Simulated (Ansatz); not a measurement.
# Be4ZnTe: the cost of one run

Method: DFT PBE, scalar-relativistic, plane waves, PAW, in Ansatz 0.2.0.

1 further run of the same task is left out (it didn't finish).

## (1) The system as given

Symmetry: F-43m, No. 216, cubic system. Conventional cell: a = 6.550 Å, b = 6.550 Å, c = 6.550 Å, α = 90.00°, β = 90.00°, γ = 90.00°. Be (site symmetry 3m) has 6 Be at 2.31 to 2.32 Å and 3 Te at 2.72 Å and 3 Zn at 2.72 Å in its first shell of neighbours. Around Zn (site symmetry -43m) lie 12 Be at 2.72 Å and 4 Te at 2.84 Å. Around Te (site symmetry -43m) lie 12 Be at 2.72 Å and 4 Zn at 2.84 Å.

Coordinates:

```cif
data_structure
_symmetry_space_group_name_H-M 'P 1'
_symmetry_Int_Tables_number 1
_cell_length_a 4.6317
_cell_length_b 4.6317
_cell_length_c 4.6317
_cell_angle_alpha 60.000
_cell_angle_beta 60.000
_cell_angle_gamma 60.000
_cell_volume 70.26
loop_
_atom_site_label
_atom_site_type_symbol
_atom_site_fract_x
_atom_site_fract_y
_atom_site_fract_z
_atom_site_occupancy
Be1 Be 0.37480 0.37480 0.87559 1
Be2 Be 0.87559 0.37480 0.37480 1
Be3 Be 0.37480 0.37480 0.37480 1
Be4 Be 0.37480 0.87559 0.37480 1
Zn1 Zn 0.75000 0.75000 0.75000 1
Te1 Te 0.00000 0.00000 0.00000 1
```

A structure generator made this guess: species swapped into a database cell of ErInCu4 (F-43m, No. 216), with Zn on the Er sites, Te on the In sites and Be on the Cu sites. The dimensions are guesses.

## (2) A first look at the guess

The input, input.yaml:

```yaml
crystal:
  lattice:
    - [0.0, 3.27512636, 3.27512636]
    - [3.27512636, 0.0, 3.27512636]
    - [3.27512636, 3.27512636, 0.0]
  atoms:
    - { symbol: Be, position: [0.37480456, 0.37480456, 0.87558633] }
    - { symbol: Be, position: [0.87558633, 0.37480456, 0.37480456] }
    - { symbol: Be, position: [0.37480456, 0.37480456, 0.37480456] }
    - { symbol: Be, position: [0.37480456, 0.87558633, 0.37480456] }
    - { symbol: Zn, position: [0.75, 0.75, 0.75] }
    - { symbol: Te, position: [0.0, 0.0, 0.0] }
basis:
  ecutwfc: 420
kpoints:
  mp_grid: { grid: [4, 4, 4] }
hamiltonian:
  xc: pbe
scf:
  occupations: { method: gaussian, width: 0.1 }
  lower_state_search: "off"
output:
  forces: true
  stress: true
  eigenvalues: true
```

Command:

```
$ ansatz run input.yaml --threads 1 --pin off --max-ram 2560MiB --backend cpu --events-out ev --progress --plain --runs-dir out
```

What time and memory should one allow on 1 thread of Arm Neoverse V1, shared host?

About 2.4 s, with a peak of 0.3 GiB.
